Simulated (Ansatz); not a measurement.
# In2TeC: the cost of one run

Program: Ansatz 0.2.0. Level of theory: DFT PBE, scalar-relativistic, plane waves, PAW. These are calculated values, not measurements.

1 further run of the same task is left out (it didn't finish).

**1. The starting structure**

The structure is orthorhombic, space group Cmmm (No. 65). The conventional cell has a = 5.174 Å, b = 5.973 Å, c = 7.807 Å, α = 90.00°, β = 90.00°, γ = 90.00°. In (site symmetry mm2) is surrounded by 1 C at 1.77 Å. Te (site symmetry mmm) is surrounded by 2 C at 2.59 Å. Around C (site symmetry mmm) lie 2 In at 1.77 Å.

Structure file:

```
CELL_PARAMETERS angstrom
2.58695 -2.98658 0.00000
2.58695 2.98658 0.00000
0.00000 0.00000 7.80694
ATOMIC_POSITIONS crystal
In 0.50000 0.50000 0.72616
In 0.50000 0.50000 0.27384
Te 0.00000 0.00000 0.50000
C 0.50000 0.50000 0.50000
```

The cell is invented: random cell by space group and Wyckoff sites (Cmmm, No. 65). Lengths come from tabulated atomic sizes and are only a guess.

**2. A first look at the guess**

The input, input.yaml:

```yaml
crystal:
  lattice:
    - [2.58695433, -2.98657911, 0.0]
    - [2.58695433, 2.98657911, 0.0]
    - [0.0, 0.0, 7.80694228]
  atoms:
    - { symbol: In, position: [0.5, 0.5, 0.72615759] }
    - { symbol: In, position: [0.5, 0.5, 0.27384241] }
    - { symbol: Te, position: [0.0, 0.0, 0.5] }
    - { symbol: C, position: [0.5, 0.5, 0.5] }
basis:
  ecutwfc: 420
kpoints:
  mp_grid: { grid: [4, 4, 2] }
hamiltonian:
  xc: pbe
scf:
  occupations: { method: gaussian, width: 0.1 }
  lower_state_search: "off"
output:
  forces: true
  stress: true
  eigenvalues: true
```

Command:

```sh
ansatz run input.yaml --threads 1 --pin off --max-ram 2560MiB --backend cpu --events-out ev --progress --plain --runs-dir out
```

**Question.** How long does this run take on 1 thread of Arm Neoverse N1, shared host, and how much memory does it need?

About 7.2 s, with a peak of 0.37 GiB.
